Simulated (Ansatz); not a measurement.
# B₄O₂− (doublet): energies up the ladder

Wanted for B₄O₂− (doublet): energies up the ladder. Charge -1. Spin multiplicity 2.

Program: Ansatz 0.2.0. Level of theory: the levels named in each step. These are calculated values, not measurements.

## (1) The starting structure

Bond lengths: O1–B2 1.198 Å, B2–B3 1.592 Å, B3–B4 1.497 Å, B4–B5 1.592 Å, B5–O6 1.198 Å. Angles: O1–B2–B3 180.0°, B2–B3–B4 180.0°, B3–B4–B5 180.0°, B4–B5–O6 180.0°.

Coordinates:

```xyz
6

O     0.0000    0.0000   -3.5383
B     0.0000    0.0000   -2.3399
B     0.0000    0.0000   -0.7483
B     0.0000    0.0000    0.7482
B     0.0000    0.0000    2.3400
O     0.0000    0.0000    3.5383
```

## (2) A rough first relaxation, PBE-D4/def2-SVPD

The input, input.yaml:

```yaml
crystal:
  periodic: [false, false, false]
  atoms:
    - { symbol: O, position_ang: [0.0, 0.0, -3.53831] }
    - { symbol: B, position_ang: [0.0, 0.0, -2.33994] }
    - { symbol: B, position_ang: [0.0, 0.0, -0.74833] }
    - { symbol: B, position_ang: [0.0, 0.0, 0.74824] }
    - { symbol: B, position_ang: [0.0, 0.0, 2.34001] }
    - { symbol: O, position_ang: [0.0, 0.0, 3.53833] }
magnetization:
  spin_polarized: true
  initial_magnetization: 1
total_charge: -1
basis:
  gaussian: { orbitals: def2-SVPD }
hamiltonian:
  xc: pbe
  dispersion: d4
relax:
  f_tol: 0.03
  max_steps: 200
```

On the command line:

```sh
ansatz run input.yaml --threads 4 --pin off --max-ram 10240MiB --backend cpu --events-out ev --progress --plain --runs-dir out
```

Further steps of the session: Relaxation, PBE0-D4/def2-TZVPPD; Frequencies, PBE0-D4/def2-TZVPPD; Single point, PBE-D4/def2-TZVPPD; Single point, r2SCAN-D4/def2-TZVPPD; Single point, B3LYP-D4/def2-TZVPPD; Single point, wB97M-V/def2-TZVPPD; Single point, B2PLYP/def2-TZVPPD; Single point, LDA/def2-TZVPPD; Single point, PBE0-D4/def2-SVPD; Single point, PBE-D4/def2-SVPD; Single point, CCSD(T)/def2-TZVPPD; Single point, MP2/def2-QZVPPD.

Q: Predict the outcome of this session. Wanted: O1–B2 at PBE0-D4/def2-TZVPPD; B2–B3 at PBE0-D4/def2-TZVPPD; B3–B4 at PBE0-D4/def2-TZVPPD; frequencies at PBE0-D4/def2-TZVPPD; energy at CCSD(T)/CBS.

**Answer**, as computed:

| quantity | value |
| --- | --- |
| O1–B2 at PBE0-D4/def2-TZVPPD | 1.220 Å |
| B2–B3 at PBE0-D4/def2-TZVPPD | 1.613 Å |
| B3–B4 at PBE0-D4/def2-TZVPPD | 1.486 Å |
| frequencies at PBE0-D4/def2-TZVPPD | 77 to 1950 cm⁻¹ |
| energy at CCSD(T)/CBS | -6792.492 eV |

No mode is imaginary, so the geometry is a minimum. These totals serve in differences with atoms or fragments at the same level; alone they don't rank the methods. A T1 diagnostic of 0.045 (charge -1) lies over the usual mark for one of the runs, a hint of some multireference character there. <S²> exceeds the pure value by up to 0.30: some mean fields break spin symmetry, which blurs their results.
